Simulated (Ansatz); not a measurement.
# Pt (diamond type): a single-point run

The task is a single-point run on Pt (diamond type). The structure is shown as the input types it.

Program: Ansatz 0.2.0. Level of theory: DFT, r2SCAN, PAW with Ansatz's default frozen-core files, scalar-relativistic. These are calculated values, not measurements.

### Step 1. The system as given

Symmetry: R-3m, No. 166, trigonal system. The conventional cell has a = 3.811 Å, b = 3.811 Å, c = 9.336 Å, α = 90.00°, β = 90.00°, γ = 120.00°. Pt (site symmetry 3m) is surrounded by 4 Pt at 2.27 to 2.57 Å.

As a file:

```
CELL_PARAMETERS angstrom
0.00000 2.69511 2.69511
2.69511 0.00000 2.69511
2.69511 2.69511 0.00000
ATOMIC_POSITIONS crystal
Pt 0.91250 0.86250 0.86250
Pt 0.08750 0.13750 0.13750
```

### Step 2. The run

File input.yaml:

```yaml
crystal:
  lattice:
    - [0.0, 2.6951100335, 2.6951100335]
    - [2.6951100335, 0.0, 2.6951100335]
    - [2.6951100335, 2.6951100335, 0.0]
  atoms:
    - { symbol: Pt, position: [-0.0875, -0.1375, -0.1375] }
    - { symbol: Pt, position: [0.0875, 0.1375, 0.1375] }
kpoints:
  mp_grid: { grid: [10, 10, 10] }
scf:
  occupations: { method: fermi_dirac, width: 0.05 }
  max_iter: 80
hamiltonian:
  xc: r2scan
  pseudopotentials: { kind: paw }
output:
  forces: true
  stress: true
  eigenvalues: true
  efg: { contact_densities: true }
  populations: true
basis:
  ecutrho_ratio: 0
```

Command:

```bash
> ansatz run input.yaml --threads 1 --pin off --max-ram 2048MiB --backend cpu --events-out ev --progress --plain --runs-dir out
```

Q: Will this input give a usable result? If not, why, and what should change?

The program refused the input before any cycle. Its message: «invalid value for `basis.ecutrho_ratio`: must be in [1, 1024]; got 0»

Look at the input: basis.ecutrho_ratio is 0. The number typed is not permitted for that setting.

Fix: delete basis.ecutrho_ratio (the default then holds).
